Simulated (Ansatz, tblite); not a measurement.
# Cis-CoF2(H2O)4 (CoF₂H₈O₄): rung by rung

Aim: run the quartet of cis-CoF2(H2O)4 (CoF₂H₈O₄) at one geometry on many levels, and compare frontier levels, spin and run time.

Method: as each input shows; program: Ansatz 0.2.0, Gaussian basis.

Levels to be run: GFN1-xTB, GFN2-xTB, PBE-D4/def2-TZVP, r2SCAN-D4/def2-TZVP, BHLYP-D4/def2-TZVP, PBE-QIDH/def2-TZVP, HF/def2-TZVP, PBE-D4/def2-SVP, PBE0-D4/def2-SVP, HF/STO-3G, MP2/def2-TZVP, RPA/def2-TZVP.

1 further run of the same task is left out (set aside as unsound or not needed). Runs told in other sessions of the task aren't counted.

## (1) The geometry

The geometry is that of the quartet, from an earlier relaxation (PBE-D4/def2-SVP).

15 atoms, charge 0, spin multiplicity 4.

Bond lengths: Co1–F2 2.166 Å, Co1–F3 2.166 Å, Co1–O4 2.093 Å, Co1–O5 2.093 Å, Co1–O6 2.106 Å, Co1–O7 2.106 Å, O4–H8 0.976 Å, O4–H9 1.024 Å, O5–H10 0.976 Å, O5–H11 1.024 Å, O6–H12 0.999 Å, O6–H13 1.001 Å, O7–H14 0.999 Å, O7–H15 1.001 Å. Angles: F2–Co1–F3 104.8°, F2–Co1–O4 174.8°, F2–Co1–O5 70.0°, F2–Co1–O6 72.8°, F2–Co1–O7 73.3°, F3–Co1–O4 70.0°, F3–Co1–O5 174.8°, F3–Co1–O6 73.3°, F3–Co1–O7 72.8°, O4–Co1–O5 115.2°, O4–Co1–O6 105.8°, O4–Co1–O7 103.8°, O5–Co1–O6 103.8°, O5–Co1–O7 105.8°, O6–Co1–O7 122.9°, Co1–O4–H8 112.8°, Co1–O4–H9 79.8°, H8–O4–H9 105.2° and more.

Coordinates:

```xyz
15

Co   -0.2404   -0.0032   -0.2371
F    -0.5022    0.1415    1.9077
F     1.9024   -0.1230   -0.5264
O     0.1976   -0.1784   -2.2764
O    -2.2757    0.1510    0.2264
O     0.5546    1.8516    0.3642
O     0.3964   -1.8391    0.5740
H     0.0434   -1.0787   -2.6209
H     1.1437   -0.1992   -1.8848
H    -2.6343    1.0444    0.0651
H    -1.8716    0.1895    1.1667
H     1.4371    1.4313    0.1598
H     0.3420    1.5198    1.2838
H     0.1983   -1.4097    1.4535
H     1.3085   -1.4979    0.3445
```

No spin-orbit coupling is included.

PBE0-D4/def2-TZVP was run before; its log isn't repeated, and its numbers join the tables.

## (2) GFN1-xTB

Tight binding, by tblite at 300 K electronic temperature and without a spin-polarisation term:

```python
tblite.interface.Calculator('GFN1-xTB', numbers, positions, charge=0, uhf=3).singlepoint()
```

Energy -1003.3433 eV; 0.009 s.

## (3) GFN2-xTB

Tight binding, by tblite at 300 K electronic temperature and without a spin-polarisation term:

```python
tblite.interface.Calculator('GFN2-xTB', numbers, positions, charge=0, uhf=3).singlepoint()
```

Energy -911.1234 eV; 0.005 s.

## (4) PBE-D4/def2-TZVP

start.molden holds the orbitals of an earlier run on this state, given as this run's starting guess.

The input, in.yaml:

```yaml
crystal:
  periodic: [false, false, false]
  atoms:
    - {symbol: Co, position_ang: [-0.240363, -0.003167, -0.237135]}
    - {symbol: F, position_ang: [-0.502163, 0.141481, 1.907684]}
    - {symbol: F, position_ang: [1.902444, -0.122984, -0.526385]}
    - {symbol: O, position_ang: [0.197559, -0.178441, -2.276433]}
    - {symbol: O, position_ang: [-2.275711, 0.150951, 0.226406]}
    - {symbol: O, position_ang: [0.554621, 1.851638, 0.364192]}
    - {symbol: O, position_ang: [0.396427, -1.839058, 0.573984]}
    - {symbol: H, position_ang: [0.043432, -1.078679, -2.620929]}
    - {symbol: H, position_ang: [1.143707, -0.199178, -1.884828]}
    - {symbol: H, position_ang: [-2.634254, 1.044428, 0.065136]}
    - {symbol: H, position_ang: [-1.871639, 0.189523, 1.166737]}
    - {symbol: H, position_ang: [1.437107, 1.431312, 0.159757]}
    - {symbol: H, position_ang: [0.341995, 1.519762, 1.283803]}
    - {symbol: H, position_ang: [0.198277, -1.409690, 1.453545]}
    - {symbol: H, position_ang: [1.308549, -1.497906, 0.344455]}
basis:
  gaussian: {orbitals: def2-TZVP, initial_orbitals: start.molden}
magnetization: {spin_polarized: true, initial_magnetization: 3}
hamiltonian: {xc: pbe, dispersion: d4}
scf: {omitted_lower_state_checks: [starts]}
output: {forces: true, orbitals: {seedname: orbitals}}
```

Run with:

```sh
ansatz run in.yaml --threads 4 --pin off --events-out ev --progress --plain --max-ram 4787MiB
```

Log, cut to the lines that bear on the results:

```text
Functional definition: PBE
  name "PBE"
  cite "Perdew, Burke & Ernzerhof, Phys. Rev. Lett. 77, 3865 (1996) doi:10.1103/PhysRevLett.77.3865"
  parent pbe
[...]
1722 factors; their error is unknown
[...]
mean field -51369.62757038 eV, -1887.7989936275 hartree, gradient 1.6e-5 eV, S^2 3.753417; 0 other end points of the search recorded, 0 dependent functions left out
[...]
reference -51369.62761122 eV, -1887.7989951283 hartree; 44, 41 occupied and 235, 238 virtual orbitals, 1722 factors
Total energy: -51369.90101620 eV, -1887.8090425757 hartree
Atom 0 at    -0.240363    -0.003167    -0.237135 Å, force    -0.115462    -0.001584    -0.113814 eV/Å
Atom 1 at    -0.502163     0.141481     1.907684 Å, force    -0.062429     0.007295     0.267921 eV/Å
Atom 2 at     1.902444    -0.122984    -0.526385 Å, force     0.266990    -0.004526    -0.065993 eV/Å
Atom 3 at     0.197559    -0.178441    -2.276433 Å, force     0.109839    -0.184960    -0.013508 eV/Å
Atom 4 at    -2.275711     0.150951     0.226406 Å, force    -0.014509     0.186306     0.107423 eV/Å
Atom 5 at     0.554621     1.851638     0.364192 Å, force     0.114830    -0.210305     0.108512 eV/Å
Atom 6 at     0.396427    -1.839058     0.573984 Å, force     0.107183     0.213221     0.110480 eV/Å
Atom 7 at     0.043432    -1.078679    -2.620929 Å, force    -0.065571     0.131234    -0.010019 eV/Å
Atom 8 at     1.143707    -0.199178    -1.884828 Å, force    -0.086469     0.045510    -0.164968 eV/Å
Atom 9 at    -2.634254     1.044428     0.065136 Å, force    -0.009226    -0.132256    -0.063655 eV/Å
Atom 10 at    -1.871639     0.189523     1.166737 Å, force    -0.165464    -0.048835    -0.083641 eV/Å
Atom 11 at     1.437107     1.431312     0.159757 Å, force    -0.056583     0.245149     0.003285 eV/Å
Atom 12 at     0.341995     1.519762     1.283803 Å, force     0.040381     0.228227    -0.073059 eV/Å
Atom 13 at     0.198277    -1.409690     1.453545 Å, force     0.005876    -0.245797    -0.053273 eV/Å
Atom 14 at     1.308549    -1.497906     0.344455 Å, force    -0.069387    -0.228679     0.044307 eV/Å
Dipole moment:    -0.305975    -0.004019    -0.301824 e Å
Checks for a lower state left out: starts
```

Run time: 10 s. Hardware: 4 threads of Arm Neoverse V2, shared host.

Report: HOMO -5.39 eV, LUMO -4.11 eV (over both spins); ⟨S²⟩ 3.753 (pure: 3.75).

## (5) r2SCAN-D4/def2-TZVP

Edit in.yaml of step 4 so:

```diff
@@ -21,4 +21,4 @@
 magnetization: {spin_polarized: true, initial_magnetization: 3}
-hamiltonian: {xc: pbe, dispersion: d4}
+hamiltonian: {xc: r2scan, dispersion: d4}
 scf: {omitted_lower_state_checks: [starts]}
-output: {forces: true, orbitals: {seedname: orbitals}}
+output: {orbitals: {seedname: orbitals}}
```

The command is unchanged.

Log:

```text
Functional definition: r2SCAN
  name "r2SCAN"
  cite "Furness, Kaplan, Ning, Perdew & Sun, J. Phys. Chem. Lett. 11, 8208 (2020) doi:10.1021/acs.jpclett.0c02405"
  cite "Furness, Kaplan, Ning, Perdew & Sun, J. Phys. Chem. Lett. 11, 9248 (2020) doi:10.1021/acs.jpclett.0c03077"
  parent r2scan
  parameter k0 = 0.174
  parameter k1 = 0.065
  parameter a1 = 4.9479
  exchange = r2scan_x(k0 = k0, k1 = k1, a1 = a1)
  correlation = r2scan_c
these checks for a lower state are left out or cut short: starts
1722 factors; their error is unknown
mean field evaluation 1: about -51383.6234 eV, gradient 5.2e0 eV
mean field evaluation 2: about -51383.7153 eV, gradient 2.5e-1 eV
mean field evaluation 4: about -51383.6879 eV, gradient 1.3e-3 eV
mean field evaluation 8: about -51383.6879 eV, gradient 1.4e-5 eV
mean field -51383.68787930 eV, -1888.3157004497 hartree, gradient 1.4e-5 eV, S^2 3.754163; 0 other end points of the search recorded, 0 dependent functions left out
reference -51383.68789211 eV, -1888.3157009205 hartree; 44, 41 occupied and 235, 238 virtual orbitals, 1722 factors
Total energy: -51383.76168807 eV, -1888.3184128719 hartree
Checks for a lower state left out: starts
```

Run time: 24 s. Hardware: 4 threads of Arm Neoverse V2, shared host; peak memory 0.62 GiB.

From the report: HOMO -6.05 eV, LUMO -3.57 eV (over both spins); ⟨S²⟩ 3.754 (pure: 3.75).

## (6) BHLYP-D4/def2-TZVP

Edit in.yaml of step 5 so:

```diff
@@ -21,3 +21,3 @@
 magnetization: {spin_polarized: true, initial_magnetization: 3}
-hamiltonian: {xc: r2scan, dispersion: d4}
+hamiltonian: {xc: {name: BHLYP}, dispersion: d4}
 scf: {omitted_lower_state_checks: [starts]}
```

Launched as before.

Log:

```text
Functional definition: BHLYP
  name "BHLYP"
  cite "Becke, J. Chem. Phys. 98, 1372 (1993) doi:10.1063/1.464304"
  cite "Becke, Phys. Rev. A 38, 3098 (1988) doi:10.1103/PhysRevA.38.3098"
  cite "Lee, Yang & Parr, Phys. Rev. B 37, 785 (1988) doi:10.1103/PhysRevB.37.785"
  parameter a = 0.5
  exchange = (1 - a)*b88_x + a*exact_x
  correlation = lyp_c
these checks for a lower state are left out or cut short: starts
1996 factors; their error is unknown
mean field evaluation 1: about -51382.1115 eV, gradient 8.4e0 eV
mean field evaluation 2: about -51382.3742 eV, gradient 4.0e-1 eV
mean field evaluation 4: about -51382.7456 eV, gradient 3.8e-1 eV
mean field evaluation 8: about -51382.7458 eV, gradient 2.6e-5 eV
mean field -51382.74583892 eV, -1888.2810811043 hartree, gradient 1.5e-5 eV, S^2 3.754945; 0 other end points of the search recorded, 0 dependent functions left out
reference -51382.74601120 eV, -1888.2810874355 hartree; 44, 41 occupied and 235, 238 virtual orbitals, 1996 factors
Total energy: -51383.06237243 eV, -1888.2927134960 hartree
Checks for a lower state left out: starts
```

Wall time 79 s (4 threads of Arm Neoverse V2, shared host); peak memory 1.3 GiB.

Report: HOMO -10.75 eV, LUMO 0.10 eV (over both spins); ⟨S²⟩ 3.755 (pure: 3.75).

## (7) PBE-QIDH/def2-TZVP

Edit in.yaml of step 6 so:

```diff
@@ -21,4 +21,3 @@
 magnetization: {spin_polarized: true, initial_magnetization: 3}
-hamiltonian: {xc: {name: BHLYP}, dispersion: d4}
+hamiltonian: {xc: {name: PBE-QIDH}}
 scf: {omitted_lower_state_checks: [starts]}
-output: {orbitals: {seedname: orbitals}}
```

Same command.

Log, cut to the lines that bear on the results:

```text
Functional definition: PBE-QIDH
  name "PBE-QIDH"
  cite "Brémond, Sancho-García, Pérez-Jiménez & Adamo, J. Chem. Phys. 141, 031101 (2014) doi:10.1063/1.4890314"
  cite "Perdew, Burke & Ernzerhof, Phys. Rev. Lett. 77, 3865 (1996) doi:10.1103/PhysRevLett.77.3865"
[...]
2073 factors; integrals over basis functions are off by at most 1.4e-3 eV
[...]
mean field -51342.65002951 eV, -1886.8075872863 hartree, gradient 2.7e-6 eV, S^2 3.755136; 0 other end points of the search recorded, 0 dependent functions left out
11 core orbitals not correlated: weight in the atoms' cores, before any rotation towards them, 1.000 or more for the frozen orbitals, at most 0.000 for the correlated occupied ones
reference -51342.65004056 eV, -1886.8075876924 hartree; 33, 30 occupied and 235, 238 virtual orbitals, 2073 factors
second order -61.80587277 eV of doubles, -0.00000000 eV of singles
Total energy: -51363.25199815 eV, -1887.5646956694 hartree
Checks for a lower state left out: starts
```

It took 35 s on 4 threads of Arm Neoverse V2, shared host; peak memory 1.3 GiB.

⟨S²⟩ 3.755 (pure: 3.75).

## (8) HF/def2-TZVP

Edit in.yaml of step 7 so:

```diff
@@ -21,3 +21,4 @@
 magnetization: {spin_polarized: true, initial_magnetization: 3}
-hamiltonian: {xc: {name: PBE-QIDH}}
+hamiltonian: {xc: hf}
 scf: {omitted_lower_state_checks: [starts]}
+output: {orbitals: {seedname: orbitals}}
```

The command is unchanged.

Log:

```text
Functional definition: HF
  name "HF"
  cite "Fock, Z. Phys. 61, 126 (1930) doi:10.1007/BF01340294"
  parent pbe
  exchange = exact_x
  correlation = 0
these checks for a lower state are left out or cut short: starts
2119 factors; their error is unknown
mean field evaluation 1: about -51283.6052 eV, gradient 2.9e1 eV
mean field evaluation 2: about -51285.8289 eV, gradient 2.0e0 eV
mean field evaluation 4: about -51286.6485 eV, gradient 4.9e-1 eV
mean field evaluation 8: about -51286.6489 eV, gradient 7.8e-5 eV
mean field -51286.64891764 eV, -1884.7495843840 hartree, gradient 1.0e-5 eV, S^2 3.756059; 0 other end points of the search recorded, 0 dependent functions left out
reference -51286.64891764 eV, -1884.7495843840 hartree; 44, 41 occupied and 235, 238 virtual orbitals, 2119 factors
Total energy: -51286.64891764 eV, -1884.7495843840 hartree
Checks for a lower state left out: starts
```

Wall time 32 s (4 threads of Arm Neoverse V2, shared host); peak memory 1.9 GiB.

Report: HOMO -13.89 eV, LUMO 2.12 eV (over both spins); ⟨S²⟩ 3.756 (pure: 3.75).

## (9) PBE-D4/def2-SVP

Edit in.yaml of step 8 so:

```diff
@@ -19,5 +19,5 @@
 basis:
-  gaussian: {orbitals: def2-TZVP, initial_orbitals: start.molden}
+  gaussian: {orbitals: def2-SVP, initial_orbitals: start.molden}
 magnetization: {spin_polarized: true, initial_magnetization: 3}
-hamiltonian: {xc: hf}
+hamiltonian: {xc: pbe, dispersion: d4}
 scf: {omitted_lower_state_checks: [starts]}
```

Same command.

Log:

```text
Functional definition: PBE
  name "PBE"
  cite "Perdew, Burke & Ernzerhof, Phys. Rev. Lett. 77, 3865 (1996) doi:10.1103/PhysRevLett.77.3865"
  parent pbe
  parameter kappa = 0.804
  parameter beta = 0.06672455060314922
  exchange = pbe_x(kappa = kappa, mu = beta*pi^2/3)
  correlation = pbe_c(beta = beta)
these checks for a lower state are left out or cut short: starts
1718 factors; their error is unknown
mean field evaluation 1: about -51346.7026 eV, gradient 1.2e1 eV
mean field evaluation 2: about -51347.4686 eV, gradient 8.5e-1 eV
mean field evaluation 4: about -51347.4159 eV, gradient 7.4e-2 eV
mean field evaluation 8: about -51347.4159 eV, gradient 2.5e-5 eV
mean field -51347.41589834 eV, -1886.9827297353 hartree, gradient 1.1e-5 eV, S^2 3.751906; 0 other end points of the search recorded, 0 dependent functions left out
reference -51347.41596141 eV, -1886.9827320533 hartree; 44, 41 occupied and 111, 114 virtual orbitals, 1718 factors
Total energy: -51347.68936638 eV, -1886.9927795007 hartree
Checks for a lower state left out: starts
```

Wall time 4.9 s (4 threads of Arm Neoverse V2, shared host).

HOMO -4.68 eV, LUMO -3.42 eV (over both spins); ⟨S²⟩ 3.752 (pure: 3.75).

## (10) PBE0-D4/def2-SVP

Edit in.yaml of step 9 so:

```diff
@@ -21,3 +21,3 @@
 magnetization: {spin_polarized: true, initial_magnetization: 3}
-hamiltonian: {xc: pbe, dispersion: d4}
+hamiltonian: {xc: pbe0, dispersion: d4}
 scf: {omitted_lower_state_checks: [starts]}
```

Launched as before.

Log, cut to the lines that bear on the results:

```text
Functional definition: PBE0
  name "PBE0"
  cite "Adamo & Barone, J. Chem. Phys. 110, 6158 (1999) doi:10.1063/1.478522"
  cite "Perdew, Burke & Ernzerhof, Phys. Rev. Lett. 77, 3865 (1996) doi:10.1103/PhysRevLett.77.3865"
  parent pbe
[...]
1516 factors; integrals over basis functions are off by at most 1.4e-3 eV
[...]
mean field -51348.01059780 eV, -1887.0045845376 hartree, gradient 1.1e-5 eV, S^2 3.752614; 0 other end points of the search recorded, 0 dependent functions left out
reference -51348.01064227 eV, -1887.0045861717 hartree; 44, 41 occupied and 111, 114 virtual orbitals, 1516 factors
Total energy: -51348.24335159 eV, -1887.0131380817 hartree
Checks for a lower state left out: starts
```

Wall time 9.5 s (4 threads of Arm Neoverse V2, shared host); peak memory 0.63 GiB.

From the report: HOMO -7.95 eV, LUMO -1.39 eV (over both spins); ⟨S²⟩ 3.753 (pure: 3.75).

## (11) HF/STO-3G

Edit in.yaml of step 10 so:

```diff
@@ -19,5 +19,5 @@
 basis:
-  gaussian: {orbitals: def2-SVP, initial_orbitals: start.molden}
+  gaussian: {orbitals: STO-3G}
 magnetization: {spin_polarized: true, initial_magnetization: 3}
-hamiltonian: {xc: pbe0, dispersion: d4}
+hamiltonian: {xc: hf}
 scf: {omitted_lower_state_checks: [starts]}
```

Launched as before.

Log:

```text
Functional definition: HF
  name "HF"
  cite "Fock, Z. Phys. 61, 126 (1930) doi:10.1007/BF01340294"
  parent pbe
  exchange = exact_x
  correlation = 0
these checks for a lower state are left out or cut short: starts
703 factors; integrals over basis functions are off by at most 3.6e-4 eV
mean field evaluation 1: about -50602.6960 eV, gradient 9.4e1 eV
mean field evaluation 2: about -50603.3488 eV, gradient 9.3e1 eV
mean field evaluation 4: about -50622.1897 eV, gradient 6.7e1 eV
mean field evaluation 8: about -50678.4071 eV, gradient 3.0e0 eV
mean field evaluation 16: about -50678.6342 eV, gradient 9.3e-3 eV
mean field -50678.65668696 eV, -1862.4062820184 hartree, gradient 8.1e-6 eV, S^2 4.747428; 0 other end points of the search recorded, 0 dependent functions left out
reference -50678.65668696 eV, -1862.4062820184 hartree; 44, 41 occupied and 12, 15 virtual orbitals, 703 factors
Total energy: -50678.65668696 eV, -1862.4062820184 hartree
Checks for a lower state left out: starts
```

It took 1.8 s on 4 threads of Arm Neoverse V2, shared host.

Report: HOMO -0.69 eV, LUMO 8.35 eV (over both spins); ⟨S²⟩ 4.747 (pure: 3.75). Doubts: spin contamination.

## (12) MP2/def2-TZVP

Edit in.yaml of step 11 so:

```diff
@@ -19,5 +19,5 @@
 basis:
-  gaussian: {orbitals: STO-3G}
+  gaussian: {orbitals: def2-TZVP, initial_orbitals: start.molden}
 magnetization: {spin_polarized: true, initial_magnetization: 3}
-hamiltonian: {xc: hf}
+correlation: {method: mp2}
 scf: {omitted_lower_state_checks: [starts]}
```

The command is unchanged.

Log:

```text
Functional definition: HF
  name "HF"
  cite "Fock, Z. Phys. 61, 126 (1930) doi:10.1007/BF01340294"
  parent pbe
  exchange = exact_x
  correlation = 0
these checks for a lower state are left out or cut short: starts
2073 factors; integrals over basis functions are off by at most 1.4e-3 eV
mean field evaluation 1: about -51284.3475 eV, gradient 3.0e1 eV
mean field evaluation 2: about -51286.5759 eV, gradient 2.1e0 eV
mean field evaluation 4: about -51286.6490 eV, gradient 1.1e-1 eV
mean field evaluation 8: about -51286.6491 eV, gradient 2.0e-6 eV
mean field -51286.64911005 eV, -1884.7495914551 hartree, gradient 2.0e-6 eV, S^2 3.756059; 0 other end points of the search recorded, 0 dependent functions left out
11 core orbitals not correlated: weight in the atoms' cores, before any rotation towards them, 1.000 or more for the frozen orbitals, at most 0.000 for the correlated occupied ones
reference -51286.64911005 eV, -1884.7495914551 hartree; 33, 30 occupied and 235, 238 virtual orbitals, 2073 factors
second order -55.49132377 eV of doubles, -0.00000000 eV of singles
Total energy: -51342.14043382 eV, -1886.7888599902 hartree
Checks for a lower state left out: starts
```

It took 23 s on 4 threads of Arm Neoverse V2, shared host; peak memory 1.1 GiB.

Report: Hartree-Fock HOMO -13.89 eV, LUMO 2.12 eV (over both spins); ⟨S²⟩ 3.756 (pure: 3.75).

## (13) RPA/def2-TZVP

Edit in.yaml of step 12 so:

```diff
@@ -21,4 +21,4 @@
 magnetization: {spin_polarized: true, initial_magnetization: 3}
-correlation: {method: mp2}
+hamiltonian: {xc: pbe}
+correlation: {method: rpa}
 scf: {omitted_lower_state_checks: [starts]}
-output: {orbitals: {seedname: orbitals}}
```

Same command.

Log, cut to the lines that bear on the results:

```text
Functional definition: PBE
  name "PBE"
  cite "Perdew, Burke & Ernzerhof, Phys. Rev. Lett. 77, 3865 (1996) doi:10.1103/PhysRevLett.77.3865"
  parent pbe
[...]
2073 factors; integrals over basis functions are off by at most 1.4e-3 eV
[...]
mean field -51369.62733125 eV, -1887.7989848395 hartree, gradient 1.6e-6 eV, S^2 3.753417; 0 other end points of the search recorded, 0 dependent functions left out
11 core orbitals not correlated: weight in the atoms' cores, before any rotation towards them, 1.000 or more for the frozen orbitals, at most 0.000 for the correlated occupied ones
reference -51281.39650474 eV, -1884.5565617701 hartree; 33, 30 occupied and 235, 238 virtual orbitals, 2073 factors
Total energy: -51365.33333160 eV, -1887.6411832628 hartree
Checks for a lower state left out: starts
```

Wall time 24 s (4 threads of Arm Neoverse V2, shared host); peak memory 1.1 GiB.

⟨S²⟩ 3.753 (pure: 3.75).

## (14) Comparison

| level | functions | HOMO (eV) | LUMO (eV) | gap (eV) | ⟨S²⟩ | time |
| --- | --- | --- | --- | --- | --- | --- |
| HF/STO-3G | 56 | -0.69 | 8.35 | 9.04 | 4.747 | 1.8 s |
| HF/def2-TZVP | 279 | -13.89 | 2.12 | 16.01 | 3.756 | 32 s |
| PBE-D4/def2-SVP | 155 | -4.68 | -3.42 | 1.26 | 3.752 | 4.9 s |
| PBE-D4/def2-TZVP | 279 | -5.39 | -4.11 | 1.28 | 3.753 | 10 s |
| r2SCAN-D4/def2-TZVP | 279 | -6.05 | -3.57 | 2.48 | 3.754 | 24 s |
| PBE0-D4/def2-SVP | 155 | -7.95 | -1.39 | 6.56 | 3.753 | 9.5 s |
| PBE0-D4/def2-TZVP | 279 | -8.37 | -1.93 | 6.44 | 3.754 | 63 s |
| BHLYP-D4/def2-TZVP | 279 | -10.75 | 0.10 | 10.85 | 3.755 | 79 s |

Energy pieces by basis (eV):

| basis | HF | MP2 correlation | total |
| --- | --- | --- | --- |
| def2-TZVP | -51286.6491 | -55.4913 | -51342.1404 (MP2) |

## (15) Binding energy

Free atoms were run apart at each level; binding is atoms less cluster, divided by the number of atoms, without zero-point or spin-orbit terms.

| level | binding an atom (eV) |
| --- | --- |
| HF/def2-TZVP | 2.304 |
| PBE-D4/def2-SVP | 3.633 |
| PBE-D4/def2-TZVP | 3.539 |
| r2SCAN-D4/def2-TZVP | 3.493 |
| PBE0-D4/def2-SVP | 3.486 |
| PBE0-D4/def2-TZVP | 3.423 |
| BHLYP-D4/def2-TZVP | 3.315 |
| MP2/def2-TZVP | 3.439 |

## (16) What came out

```
                                                                   quantity                                value
 gap in def2-TZVP, named functionals and Hartree-Fock, smallest and largest      1.28 eV (PBE-D4), 16.01 eV (HF)
                                          correlation energy, MP2/def2-TZVP                            -55.49 eV
                                  binding an atom, functionals in def2-TZVP  3.31 (BHLYP-D4) to 3.54 eV (PBE-D4)
⟨S²⟩ in def2-TZVP, named functionals and Hartree-Fock, smallest and largest                         3.753, 3.756
                            PBE0 total energy, smallest basis above largest       21.76 eV (def2-SVP, def2-TZVP)
```

Over the named functionals and Hartree-Fock in def2-TZVP the gap runs from 1.28 eV (PBE-D4) to 16.01 eV (HF); exact exchange widens it. Over the named functionals and Hartree-Fock in def2-TZVP spin contamination reaches 0.01 (HF), which is small.

The slowest run with a step of its own, BHLYP-D4/def2-TZVP, took 79 s; the quickest functional in def2-TZVP took 10 s (shared host).
